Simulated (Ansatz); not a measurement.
**C3H8OZn: one species, many methods**

One table from this session's results is given with a row withheld; the runs are named, their logs left out.

Program: Ansatz 0.2.0, Gaussian basis. Level of theory: functionals in def2-TZVPP, the program's frozen cores in correlated methods. These are calculated values, not measurements.

Plan: LDA (SPW92), PBE-D4, revPBE-D4, BLYP-D4, r2SCAN-D4, B97M-V, PBE0-D4, B3LYP-D4, r2SCANh-D4, r2SCAN0-D4, HSE06-D4, BHLYP-D4, CAM-B3LYP-D4, LC-ωPBE, ωB97X-V, ωB97M-V, B2PLYP, PBE-QIDH; CCSD(T)/def2-SVP; CCSD(T)/def2-TZVPP; MP2/def2-QZVPP; extrapolation to the limit; RPA on PBE.

**Structure used throughout**

All runs share one geometry, relaxed beforehand with PBE0-D4 in a triple-zeta def2 set.

13 atoms, charge 0, spin multiplicity 1.

Atoms are counted from 1 here; the program's logs count them from 0.

Bond lengths: C1–C2 1.519 Å, C1–H6 1.092 Å, C1–H7 1.097 Å, C1–H8 1.093 Å, C2–C3 1.519 Å, C2–O4 1.400 Å, C2–H9 1.101 Å, C3–H10 1.092 Å, C3–H11 1.097 Å, C3–H12 1.093 Å, O4–Zn5 1.776 Å, Zn5–H13 1.515 Å. Angles: C2–C1–H6 110.3°, C2–C1–H7 110.3°, C2–C1–H8 111.6°, H6–C1–H7 108.3°, H6–C1–H8 108.5°, H7–C1–H8 107.7°, C1–C2–C3 111.5°, C1–C2–O4 111.5°, C1–C2–H9 107.9°, C3–C2–O4 111.4°, C3–C2–H9 107.9°, O4–C2–H9 106.4°, C2–C3–H10 110.3°, C2–C3–H11 110.3°, C2–C3–H12 111.6°, H10–C3–H11 108.3°, H10–C3–H12 108.5°, H11–C3–H12 107.8° and more.

The first run:

Input file in.yaml:

```yaml
crystal:
  periodic: [false, false, false]
  atoms:
    - {symbol: C, position_ang: [-1.270519, -0.580032, -0.318901]}
    - {symbol: C, position_ang: [-0.184214, -0.180892, 0.665054]}
    - {symbol: C, position_ang: [1.150847, -0.810025, 0.305423]}
    - {symbol: O, position_ang: [-0.080161, 1.210527, 0.776277]}
    - {symbol: Zn, position_ang: [0.338086, 2.372388, -0.499679]}
    - {symbol: H, position_ang: [-2.216150, -0.103389, -0.053461]}
    - {symbol: H, position_ang: [-0.998499, -0.264157, -1.333788]}
    - {symbol: H, position_ang: [-1.420593, -1.662969, -0.336281]}
    - {symbol: H, position_ang: [-0.475875, -0.551766, 1.659471]}
    - {symbol: H, position_ang: [1.920504, -0.496107, 1.013140]}
    - {symbol: H, position_ang: [1.459597, -0.497601, -0.699868]}
    - {symbol: H, position_ang: [1.096646, -1.902088, 0.313185]}
    - {symbol: H, position_ang: [0.680320, 3.466101, -1.490571]}
basis:
  gaussian: {orbitals: def2-TZVPP}
hamiltonian: {xc: lda}
output: {orbitals: {seedname: orbitals}}
```

Started as:

```sh
> ansatz run in.yaml --threads 4 --pin off --events-out ev --progress --plain --max-ram 11315MiB
```

Among the steps run: LDA; PBE-D4 (GGA); revPBE-D4 (GGA); BLYP-D4 (GGA); r2SCAN-D4 (meta-GGA); B97M-V (meta-GGA); B3LYP-D4 (hybrid); r2SCANh-D4 (hybrid); r2SCAN0-D4 (hybrid); HSE06-D4 (hybrid); BHLYP-D4 (hybrid); CAM-B3LYP-D4 (range-separated); LC-ωPBE (range-separated); ωB97X-V (range-separated); ωB97M-V (range-separated); B2PLYP (double hybrid); PBE-QIDH (double hybrid).

One table of the session follows, with a row left open; its other results are not shown here.

It belongs to the step «Orbital energies across the functionals». 

```
  functional  HOMO (eV)  gap (eV)
 LDA (SPW92)      -6.07      4.74
      PBE-D4      -5.87      4.79
   revPBE-D4      -5.78      4.83
     BLYP-D4      -5.77      4.75
   r2SCAN-D4      -6.12      5.42
      B97M-V      -6.27      5.21
     PBE0-D4      -7.31      6.98
    B3LYP-D4      -7.09      6.49
  r2SCANh-D4          ?         ?
  r2SCAN0-D4      -7.51      7.41
    HSE06-D4      -6.90      6.21
    BHLYP-D4      -8.73      9.02
CAM-B3LYP-D4      -8.77      9.20
     LC-ωPBE     -10.09     11.63
     ωB97X-V      -9.77     11.16
     ωB97M-V      -9.72     10.77
```

Q: Estimate the row for r2SCANh-D4 from the others.

Worked estimate for «HOMO (eV)». Against the share of exact exchange, r2SCAN-D4 (0, -6.12), r2SCAN0-D4 (0.25, -7.51) give a slope of -5.56 per unit share; at 0.1 the line stands at -6.68.

The run gave: HOMO (eV): -6.67; gap (eV): 6.22. In «HOMO (eV)» the line misses by -0.01.
